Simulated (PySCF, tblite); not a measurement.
# C5H6ClF: a rotation path, then NMR shifts on frames

Aim: move C5H6ClF (`C=C[C@H](F)C(=C)Cl`) away from its starting geometry and see how NMR shifts follow the geometry.

Programs: tblite 0.8.0 and PySCF 2.14.0, with density-fitted response routines of our own. Each step states its level of theory. These are calculated values for one molecule in the gas phase, unless marked as measured. Atoms are numbered from 0 throughout.

**1. Starting geometry**

13 atoms, charge 0, multiplicity 1; geometry from: GFN2-xTB.

Bonds of the start (Å): C0–C1 1.32, C1–C2 1.51, C2–F3 1.38, C2–C4 1.51, C4–C5 1.32, C4–Cl6 1.73, C0–H7 1.08, C0–H8 1.08, C1–H9 1.08, C2–H10 1.10, C5–H11 1.08, C5–H12 1.07.

**2. A band between two rotamers with GFN2-xTB**

Job settings and geometry (Å):

```
{"job": {"kind": "neb", "xc": "GFN2-xTB", "basis": "xTB", "atoms": [3, 2, 4, 6], "turn": 120}, "charge": 0, "multiplicity": 1}
C      2.099908     0.163829    -0.628515
C      1.238860    -0.320942     0.244033
C     -0.142318    -0.804524    -0.110504
F     -0.354157    -0.738722    -1.468512
C     -1.189029     0.020023     0.599770
C     -1.961835     0.924585     0.029890
Cl    -1.270602    -0.314528     2.296188
H      1.861373     0.232130    -1.676500
H      3.076455     0.501108    -0.328007
H      1.465074    -0.397434     1.297596
H     -0.254107    -1.863577     0.167297
H     -1.887724     1.108123    -1.027167
H     -2.686287     1.490416     0.586702
```

Level: GFN2-xTB climbing-image nudged elastic band, gas phase.

The run is started by

```sh
$ OMP_NUM_THREADS=1 python probes_run.py task.json out
```

The driver reads the jobs from task.json and runs them one after another.

What it wrote:

```text
image   E - E0 / eV
  0      -0.0000
  1       0.0135
  2       0.0488
  3       0.0845
  4       0.1041
  5       0.1054
  6       0.0952
  7       0.0818
  8       0.0746
```

It took 9.9 s on 1 thread, shared host.

The final band, with the dihedral F3–C2–C4–Cl6:

| image | dihedral (°) | energy (eV) | energy (kcal/mol) |
| --- | --- | --- | --- |
| 0 | 165 | 0.000 | 0.0 |
| 1 | 180 | 0.013 | 0.3 |
| 2 | 195 | 0.049 | 1.1 |
| 3 | 212 | 0.085 | 1.9 |
| 4 | 229 | 0.104 | 2.4 |
| 5 | 246 | 0.105 | 2.4 |
| 6 | 263 | 0.095 | 2.2 |
| 7 | 279 | 0.082 | 1.9 |
| 8 | 296 | 0.075 | 1.7 |

**3. NMR shieldings: image 0, PBE0/pcSseg-1**

Job settings and geometry (Å):

```
{"job": {"kind": "nmr", "xc": "PBE0", "basis": "pcSseg-1", "pop": false}, "charge": 0, "multiplicity": 1}
C      2.099900     0.163800    -0.628500
C      1.238900    -0.320900     0.244000
C     -0.142300    -0.804500    -0.110500
F     -0.354200    -0.738700    -1.468500
C     -1.189000     0.020000     0.599800
C     -1.961800     0.924600     0.029900
Cl    -1.270600    -0.314500     2.296200
H      1.861400     0.232100    -1.676500
H      3.076500     0.501100    -0.328000
H      1.465100    -0.397400     1.297600
H     -0.254100    -1.863600     0.167300
H     -1.887700     1.108100    -1.027200
H     -2.686300     1.490400     0.586700
```

Level: GIAO PBE0/pcSseg-1 NMR shielding, non-relativistic, gas phase.

What it wrote:

```text
coarse grid: 11864 points
cycle   1  E = -753.4806905399  dE =  9.007e-01  |g| = 5.800e-01  |ddm| = 3.288e+00
cycle   2  E = -753.3911126169  dE =  8.958e-02  |g| = 8.989e-01  |ddm| = 1.112e+00
cycle   3  E = -753.5450365274  dE = -1.539e-01  |g| = 1.230e-01  |ddm| = 7.850e-01
cycle   4  E = -753.5485925299  dE = -3.556e-03  |g| = 4.298e-02  |ddm| = 1.439e-01
cycle   5  E = -753.5490051114  dE = -4.126e-04  |g| = 1.348e-02  |ddm| = 3.980e-02
cycle   6  E = -753.5490394607  dE = -3.435e-05  |g| = 3.016e-03  |ddm| = 1.214e-02
cycle   7  E = -753.5490414885  dE = -2.028e-06  |g| = 8.078e-04  |ddm| = 3.331e-03
final grid: 111624 points
cycle   8  E = -753.5980153840  dE = -3.788e-05  |g| = 7.249e-03  |ddm| = 2.723e-02
cycle   9  E = -753.5980109753  dE =  4.409e-06  |g| = 8.656e-03  |ddm| = 1.405e-02
cycle  10  E = -753.5980273351  dE = -1.636e-05  |g| = 1.653e-03  |ddm| = 8.161e-03
cycle  11  E = -753.5980277998  dE = -4.647e-07  |g| = 4.437e-04  |ddm| = 1.538e-03
cycle  12  E = -753.5980278448  dE = -4.507e-08  |g| = 1.317e-04  |ddm| = 4.641e-04
cycle  13  E = -753.5980278488  dE = -4.008e-09  |g| = 3.038e-05  |ddm| = 1.355e-04
cycle  14  E = -753.5980278490  dE = -1.889e-10  |g| = 8.106e-06  |ddm| = 3.478e-05
converged SCF energy = -753.5980278490

GIAO shielding tensors (ppm)
atom      isotropic    diamagn.    paramagn.     s11        s22        s33       span
  0 C       67.229     252.480    -185.251    -47.272     69.004    179.955    227.226
  1 C       44.987     259.453    -214.466    -75.372     60.571    149.762    225.135
  2 C       90.098     237.986    -147.887     69.880     74.423    125.992     56.112
  3 F      387.793     474.900     -87.107    350.881    386.812    425.686     74.805
  4 C       35.326     260.370    -225.044    -75.816     75.169    106.625    182.441
  5 C       69.601     251.082    -181.481    -38.724     82.606    164.921    203.645
  6 Cl     722.248    1146.748    -424.500    525.633    656.323    984.787    459.154
  7 H       25.841      31.088      -5.248     22.633     24.359     30.531      7.897
  8 H       26.105      28.757      -2.651     23.427     25.218     29.671      6.244
  9 H       25.331      31.009      -5.678     22.309     23.553     30.132      7.824
 10 H       26.246      28.182      -1.936     22.597     26.991     29.150      6.553
 11 H       25.766      31.179      -5.414     22.992     23.648     30.657      7.665
 12 H       26.005      29.112      -3.107     22.887     24.122     31.005      8.118
```

It took 46 s on 1 thread, shared host.

Shifts follow as δ = σ(reference) − σ, with reference shieldings (ppm) from runs at the same level and on the same kind of geometry: 1H TMS 31.72, 13C TMS 186.9, 19F CFCl3 170.9, 35Cl HCl 950. The references are single molecules in the gas phase, so shifts against H2O, NH3, PH3, H3PO4 or CFCl3 are not on the usual liquid scales and can be off by tens of ppm. Each atom is listed at this fixed geometry, with no averaging over motion; a spectrum would average atoms that exchange fast.

| atoms | environment | σ (ppm) | δ (ppm) |
| --- | --- | --- | --- |
| C4 | fully substituted alkene carbon | 35.3 | 151.6 |
| C1 | alkene CH | 45.0 | 141.9 |
| C0 | terminal =CH2 carbon | 67.2 | 119.7 |
| C5 | terminal =CH2 carbon | 69.6 | 117.3 |
| C2 | allylic sp3 CH bonded to F | 90.1 | 96.8 |
| H9 | hydrogen on an alkene CH | 25.33 | 6.39 |
| H11 | hydrogen on a terminal =CH2 carbon | 25.77 | 5.95 |
| H7 | hydrogen on a terminal =CH2 carbon | 25.84 | 5.88 |
| H12 | hydrogen on a terminal =CH2 carbon | 26.00 | 5.71 |
| H8 | hydrogen on a terminal =CH2 carbon | 26.11 | 5.61 |
| H10 | hydrogen on an allylic sp3 CH bonded to F | 26.25 | 5.47 |
| F3 | fluorine on an sp3 carbon | 387.8 | -216.8 |
| Cl6 | chlorine bonded to C | 722 | 228 |

**4. NMR shieldings: image 2, PBE0/pcSseg-1**

Job settings and geometry (Å):

```
{"job": {"kind": "nmr", "xc": "PBE0", "basis": "pcSseg-1", "pop": false}, "charge": 0, "multiplicity": 1}
C      2.223800     0.089900    -0.520400
C      1.275500    -0.424000     0.237100
C     -0.140800    -0.672700    -0.202300
F     -0.296500    -0.415900    -1.546800
C     -1.136700     0.169400     0.567300
C     -2.190400     0.765000     0.041100
Cl    -0.818700     0.289300     2.264900
H      2.049000     0.365900    -1.545900
H      3.215900     0.248800    -0.134900
H      1.463700    -0.707900     1.261300
H     -0.386600    -1.740600    -0.071300
H     -2.402600     0.679500    -1.009400
H     -2.859800     1.353900     0.641600
```

Level: GIAO PBE0/pcSseg-1 NMR shielding, non-relativistic, gas phase.

What it wrote:

```text
coarse grid: 11864 points
cycle   1  E = -753.4763933013  dE =  9.029e-01  |g| = 5.840e-01  |ddm| = 3.298e+00
cycle   2  E = -753.3847776917  dE =  9.162e-02  |g| = 9.074e-01  |ddm| = 1.149e+00
cycle   3  E = -753.5418528147  dE = -1.571e-01  |g| = 1.240e-01  |ddm| = 8.116e-01
cycle   4  E = -753.5454613434  dE = -3.609e-03  |g| = 4.311e-02  |ddm| = 1.491e-01
cycle   5  E = -753.5458744527  dE = -4.131e-04  |g| = 1.367e-02  |ddm| = 4.168e-02
cycle   6  E = -753.5459098979  dE = -3.545e-05  |g| = 3.015e-03  |ddm| = 1.229e-02
cycle   7  E = -753.5459119225  dE = -2.025e-06  |g| = 7.958e-04  |ddm| = 3.378e-03
final grid: 111624 points
cycle   8  E = -753.5950519429  dE = -3.907e-05  |g| = 7.213e-03  |ddm| = 2.772e-02
cycle   9  E = -753.5950471730  dE =  4.770e-06  |g| = 8.744e-03  |ddm| = 1.443e-02
cycle  10  E = -753.5950636877  dE = -1.651e-05  |g| = 1.653e-03  |ddm| = 8.571e-03
cycle  11  E = -753.5950641550  dE = -4.672e-07  |g| = 4.583e-04  |ddm| = 1.574e-03
cycle  12  E = -753.5950642034  dE = -4.846e-08  |g| = 1.311e-04  |ddm| = 4.747e-04
cycle  13  E = -753.5950642073  dE = -3.926e-09  |g| = 2.936e-05  |ddm| = 1.348e-04
cycle  14  E = -753.5950642075  dE = -1.776e-10  |g| = 8.059e-06  |ddm| = 3.536e-05
converged SCF energy = -753.5950642075

GIAO shielding tensors (ppm)
atom      isotropic    diamagn.    paramagn.     s11        s22        s33       span
  0 C       66.380     252.140    -185.760    -48.181     67.617    179.705    227.886
  1 C       44.534     258.930    -214.396    -73.684     58.385    148.901    222.585
  2 C       91.717     238.079    -146.363     68.413     77.976    128.761     60.348
  3 F      395.602     474.946     -79.343    370.260    391.598    424.948     54.688
  4 C       35.294     259.887    -224.594    -75.231     77.427    103.685    178.915
  5 C       68.012     250.436    -182.424    -40.113     82.444    161.704    201.817
  6 Cl     717.191    1147.081    -429.890    530.464    657.211    963.899    433.435
  7 H       25.887      30.914      -5.027     22.752     24.406     30.502      7.750
  8 H       26.038      28.432      -2.394     23.236     25.193     29.685      6.450
  9 H       25.082      30.907      -5.824     22.233     22.846     30.169      7.936
 10 H       25.982      28.098      -2.116     23.035     25.980     28.932      5.898
 11 H       25.725      30.700      -4.974     22.845     23.740     30.590      7.745
 12 H       25.954      29.148      -3.194     22.758     24.035     31.069      8.311
```

It took 45 s on 1 thread, shared host.

This run: δ C4 151.6, C1 142.4, C0 120.5, C5 118.9, H9 6.63, H11 5.99 ppm.

**5. Nuclear shieldings: image 5, PBE0/pcSseg-1**

Job settings and geometry (Å):

```
{"job": {"kind": "nmr", "xc": "PBE0", "basis": "pcSseg-1", "pop": false}, "charge": 0, "multiplicity": 1}
C      2.333100    -0.042500    -0.341800
C      1.243000    -0.541000     0.207300
C     -0.132000    -0.461500    -0.388100
F     -0.094700     0.081600    -1.660500
C     -1.081300     0.370300     0.454500
C     -2.378100     0.471800     0.221500
Cl    -0.358300     1.249200     1.758300
H      2.310800     0.450100    -1.298800
H      3.287400    -0.108500     0.150700
H      1.265200    -1.040000     1.165100
H     -0.552300    -1.472000    -0.517300
H     -2.838700    -0.055700    -0.594800
H     -3.008600     1.098600     0.826100
```

Method: GIAO PBE0/pcSseg-1 NMR shielding, non-relativistic, gas phase.

What it wrote:

```text
coarse grid: 11864 points
cycle   1  E = -753.4740287783  dE =  8.940e-01  |g| = 5.813e-01  |ddm| = 3.315e+00
cycle   2  E = -753.3952896000  dE =  7.874e-02  |g| = 8.813e-01  |ddm| = 1.143e+00
cycle   3  E = -753.5385422267  dE = -1.433e-01  |g| = 1.195e-01  |ddm| = 7.832e-01
cycle   4  E = -753.5418295421  dE = -3.287e-03  |g| = 4.464e-02  |ddm| = 1.485e-01
cycle   5  E = -753.5422725177  dE = -4.430e-04  |g| = 1.406e-02  |ddm| = 4.366e-02
cycle   6  E = -753.5423100741  dE = -3.756e-05  |g| = 2.936e-03  |ddm| = 1.233e-02
cycle   7  E = -753.5423120088  dE = -1.935e-06  |g| = 6.684e-04  |ddm| = 3.343e-03
final grid: 111624 points
cycle   8  E = -753.5900789170  dE = -3.472e-05  |g| = 7.502e-03  |ddm| = 2.619e-02
cycle   9  E = -753.5900738733  dE =  5.044e-06  |g| = 9.131e-03  |ddm| = 1.520e-02
cycle  10  E = -753.5900916864  dE = -1.781e-05  |g| = 1.624e-03  |ddm| = 8.927e-03
cycle  11  E = -753.5900921258  dE = -4.394e-07  |g| = 4.116e-04  |ddm| = 1.537e-03
cycle  12  E = -753.5900921627  dE = -3.688e-08  |g| = 1.408e-04  |ddm| = 4.173e-04
cycle  13  E = -753.5900921673  dE = -4.598e-09  |g| = 3.076e-05  |ddm| = 1.449e-04
cycle  14  E = -753.5900921675  dE = -1.965e-10  |g| = 7.993e-06  |ddm| = 3.908e-05
converged SCF energy = -753.5900921675

GIAO shielding tensors (ppm)
atom      isotropic    diamagn.    paramagn.     s11        s22        s33       span
  0 C       66.028     251.821    -185.793    -49.410     66.801    180.693    230.103
  1 C       43.876     258.016    -214.140    -76.166     56.565    151.231    227.396
  2 C       92.638     238.286    -145.648     71.744     82.763    123.408     51.664
  3 F      372.751     474.772    -102.021    315.635    378.814    423.804    108.169
  4 C       32.232     258.509    -226.277    -81.412     72.429    105.678    187.091
  5 C       58.981     251.056    -192.075    -53.975     77.907    153.011    206.986
  6 Cl     687.303    1147.382    -460.079    521.390    617.238    923.281    401.891
  7 H       25.811      30.601      -4.791     22.406     24.508     30.517      8.111
  8 H       25.962      28.306      -2.343     22.921     25.414     29.552      6.631
  9 H       25.739      30.866      -5.127     23.248     25.260     28.710      5.463
 10 H       25.942      29.494      -3.552     23.682     24.845     29.300      5.618
 11 H       25.660      30.138      -4.478     21.817     24.656     30.508      8.691
 12 H       25.571      29.172      -3.601     22.078     23.935     30.700      8.622
```

Wall time 44 s (1 thread, shared host).

This run: δ C4 154.7, C1 143.0, C5 127.9, C0 120.9, H12 6.15, H11 6.06 ppm.

**6. NMR shieldings: image 6, PBE0/pcSseg-1**

Job settings and geometry (Å):

```
{"job": {"kind": "nmr", "xc": "PBE0", "basis": "pcSseg-1", "pop": false}, "charge": 0, "multiplicity": 1}
C      2.346000    -0.092300    -0.280100
C      1.208500    -0.564100     0.190900
C     -0.129300    -0.385400    -0.465100
F     -0.001100     0.235300    -1.695700
C     -1.071500     0.435300     0.391900
C     -2.389400     0.377400     0.313600
Cl    -0.301400     1.526700     1.492000
H      2.390800     0.448400    -1.210000
H      3.272100    -0.227900     0.250500
H      1.156500    -1.105300     1.124600
H     -0.592100    -1.361400    -0.677900
H     -2.876800    -0.286600    -0.378100
H     -3.016700     1.000400     0.925500
```

With the program's defaults for keys left out, this is: GIAO PBE0/pcSseg-1 NMR shielding, non-relativistic, gas phase.

What it wrote:

```text
coarse grid: 11864 points
cycle   1  E = -753.4760171499  dE =  8.924e-01  |g| = 5.776e-01  |ddm| = 3.302e+00
cycle   2  E = -753.4025413448  dE =  7.348e-02  |g| = 8.670e-01  |ddm| = 1.112e+00
cycle   3  E = -753.5397335419  dE = -1.372e-01  |g| = 1.175e-01  |ddm| = 7.538e-01
cycle   4  E = -753.5428768248  dE = -3.143e-03  |g| = 4.452e-02  |ddm| = 1.463e-01
cycle   5  E = -753.5433183372  dE = -4.415e-04  |g| = 1.412e-02  |ddm| = 4.419e-02
cycle   6  E = -753.5433565988  dE = -3.826e-05  |g| = 2.980e-03  |ddm| = 1.226e-02
cycle   7  E = -753.5433585912  dE = -1.992e-06  |g| = 6.818e-04  |ddm| = 3.366e-03
final grid: 111624 points
cycle   8  E = -753.5917202119  dE = -3.647e-05  |g| = 7.577e-03  |ddm| = 2.490e-02
cycle   9  E = -753.5917148611  dE =  5.351e-06  |g| = 9.298e-03  |ddm| = 1.531e-02
cycle  10  E = -753.5917332366  dE = -1.838e-05  |g| = 1.618e-03  |ddm| = 8.985e-03
cycle  11  E = -753.5917336686  dE = -4.321e-07  |g| = 4.054e-04  |ddm| = 1.510e-03
cycle  12  E = -753.5917337036  dE = -3.500e-08  |g| = 1.448e-04  |ddm| = 4.037e-04
cycle  13  E = -753.5917337085  dE = -4.864e-09  |g| = 3.170e-05  |ddm| = 1.487e-04
cycle  14  E = -753.5917337087  dE = -2.069e-10  |g| = 9.342e-06  |ddm| = 3.995e-05
converged SCF energy = -753.5917337087

GIAO shielding tensors (ppm)
atom      isotropic    diamagn.    paramagn.     s11        s22        s33       span
  0 C       64.246     251.686    -187.441    -52.881     64.950    180.669    233.551
  1 C       43.994     258.281    -214.287    -76.192     57.274    150.899    227.091
  2 C       91.352     237.960    -146.608     73.106     82.264    118.684     45.578
  3 F      373.346     474.095    -100.749    321.095    380.927    418.015     96.921
  4 C       32.338     258.615    -226.276    -80.659     69.625    108.049    188.708
  5 C       58.903     251.362    -192.459    -51.405     78.189    149.926    201.331
  6 Cl     696.602    1147.326    -450.724    519.194    643.232    927.380    408.186
  7 H       25.744      30.491      -4.747     22.106     24.584     30.542      8.436
  8 H       25.907      28.355      -2.448     22.760     25.487     29.474      6.714
  9 H       25.885      31.087      -5.202     23.417     25.794     28.445      5.028
 10 H       26.020      29.916      -3.897     23.706     24.899     29.453      5.747
 11 H       25.722      30.251      -4.529     21.883     24.860     30.422      8.538
 12 H       25.653      29.182      -3.528     22.292     23.880     30.788      8.497
```

Run time: 46 s. Hardware: 1 thread, shared host.

This run: δ C4 154.6, C1 142.9, C5 128.0, C0 122.7, H12 6.06, H11 6.00 ppm.

**7. NMR shieldings: image 8, PBE0/pcSseg-1**

Job settings and geometry (Å):

```
{"job": {"kind": "nmr", "xc": "PBE0", "basis": "pcSseg-1", "pop": false}, "charge": 0, "multiplicity": 1}
C      2.315500    -0.174900    -0.134400
C      1.105000    -0.619300     0.139800
C     -0.128600    -0.241000    -0.631800
F      0.196400     0.480700    -1.762300
C     -1.067300     0.569200     0.231300
C     -2.307700     0.220200     0.525200
Cl    -0.370000     2.023600     0.850900
H      2.494300     0.494200    -0.959100
H      3.169700    -0.467200     0.450500
H      0.906300    -1.284900     0.967900
H     -0.651500    -1.139800    -0.988800
H     -2.736100    -0.685200     0.133100
H     -2.930400     0.824700     1.159900
```

Method: GIAO PBE0/pcSseg-1 NMR shielding, non-relativistic, gas phase.

What it wrote:

```text
coarse grid: 11864 points
cycle   1  E = -753.4805163503  dE =  8.929e-01  |g| = 5.718e-01  |ddm| = 3.285e+00
cycle   2  E = -753.4124658638  dE =  6.805e-02  |g| = 8.482e-01  |ddm| = 1.075e+00
cycle   3  E = -753.5433270888  dE = -1.309e-01  |g| = 1.156e-01  |ddm| = 7.136e-01
cycle   4  E = -753.5463536485  dE = -3.027e-03  |g| = 4.315e-02  |ddm| = 1.382e-01
cycle   5  E = -753.5467700407  dE = -4.164e-04  |g| = 1.372e-02  |ddm| = 4.238e-02
cycle   6  E = -753.5468062104  dE = -3.617e-05  |g| = 3.013e-03  |ddm| = 1.201e-02
cycle   7  E = -753.5468082349  dE = -2.024e-06  |g| = 6.897e-04  |ddm| = 3.270e-03
final grid: 111624 points
cycle   8  E = -753.5960863531  dE = -4.100e-05  |g| = 7.599e-03  |ddm| = 2.770e-02
cycle   9  E = -753.5960807040  dE =  5.649e-06  |g| = 9.373e-03  |ddm| = 1.522e-02
cycle  10  E = -753.5960995014  dE = -1.880e-05  |g| = 1.699e-03  |ddm| = 9.035e-03
cycle  11  E = -753.5960999963  dE = -4.949e-07  |g| = 4.229e-04  |ddm| = 1.562e-03
cycle  12  E = -753.5961000351  dE = -3.889e-08  |g| = 1.476e-04  |ddm| = 4.055e-04
cycle  13  E = -753.5961000401  dE = -4.911e-09  |g| = 3.170e-05  |ddm| = 1.462e-04
cycle  14  E = -753.5961000403  dE = -2.028e-10  |g| = 9.530e-06  |ddm| = 3.991e-05
converged SCF energy = -753.5961000403

GIAO shielding tensors (ppm)
atom      isotropic    diamagn.    paramagn.     s11        s22        s33       span
  0 C       61.781     251.804    -190.022    -56.961     62.121    180.184    237.145
  1 C       44.717     258.694    -213.977    -71.434     60.941    144.644    216.078
  2 C       89.715     238.830    -149.115     73.386     79.588    116.172     42.785
  3 F      382.428     472.807     -90.378    345.054    386.030    416.201     71.147
  4 C       32.103     258.834    -226.731    -78.871     66.806    108.374    187.244
  5 C       63.894     251.896    -188.001    -41.699     85.281    148.101    189.800
  6 Cl     730.174    1147.069    -416.896    516.954    710.390    963.177    446.224
  7 H       25.643      30.398      -4.755     21.715     24.672     30.541      8.826
  8 H       25.898      28.555      -2.658     22.795     25.570     29.328      6.533
  9 H       25.941      31.577      -5.636     23.590     26.034     28.197      4.608
 10 H       26.069      30.314      -4.246     23.490     25.197     29.518      6.028
 11 H       25.982      30.670      -4.688     22.402     25.048     30.497      8.094
 12 H       26.051      29.236      -3.185     22.780     24.076     31.298      8.518
```

It took 49 s on 1 thread, shared host.

This run: δ C4 154.8, C1 142.2, C0 125.1, C5 123.0, H7 6.07, H8 5.82 ppm.

**8. Run by run: NMR shifts**

Shifts (ppm) of some atoms, chosen among heavy atoms and hydrogens apart, with basis size and wall time:

| frame | C4 | C0 | C5 | H9 | H12 | F3 | Cl6 | functions | time |
| --- | --- | --- | --- | --- | --- | --- | --- | --- | --- |
| image 0 | 151.6 | 119.7 | 117.3 | 6.39 | 5.71 | -216.8 | 228 | 156 | 46 s |
| image 2 | 151.6 | 120.5 | 118.9 | 6.63 | 5.76 | -224.7 | 233 | 156 | 45 s |
| image 5 | 154.7 | 120.9 | 127.9 | 5.98 | 6.15 | -201.8 | 262 | 156 | 44 s |
| image 6 | 154.6 | 122.7 | 128.0 | 5.83 | 6.06 | -202.4 | 253 | 156 | 46 s |
| image 8 | 154.8 | 125.1 | 123.0 | 5.78 | 5.67 | -211.5 | 220 | 156 | 49 s |

**9. Results**

| quantity | value |
| --- | --- |
| barrier | 0.105 eV (2.4 kcal/mol) at image 5 |
| end to end (GFN2-xTB) | 0.075 eV |
| 13C shifts against TMS (PBE0/pcSseg-1, image 0) | 151.6, 141.9, 119.7, 117.3, 96.8 ppm |
| 1H shifts against TMS (PBE0/pcSseg-1, image 0) | 6.39, 5.95, 5.88, 5.71, 5.61, 5.47 ppm |
| 19F shifts against CFCl3 (PBE0/pcSseg-1, image 0) | -216.8 ppm |
| 35Cl shifts against HCl (PBE0/pcSseg-1, image 0) | 228 ppm |
| range of the shift of Cl6 | 220 to 262 ppm |

What this shows: Along the band the dihedral turns by 131°, and the top (dihedral 246°) lies 2.4 kcal/mol above the start (GFN2-xTB, rough), so at room temperature this motion is fast. The top was not checked by a frequency run. Shifts at one fixed geometry are not the observed spectrum, which averages over the motion. In the first frame run (image 0): Shielding is most anisotropic at Cl6 (span 459 ppm, paramagnetic term -424 ppm). Across the 5 runs the shift of Cl6 moves most, between 220 (image 8) and 262 ppm (image 5).
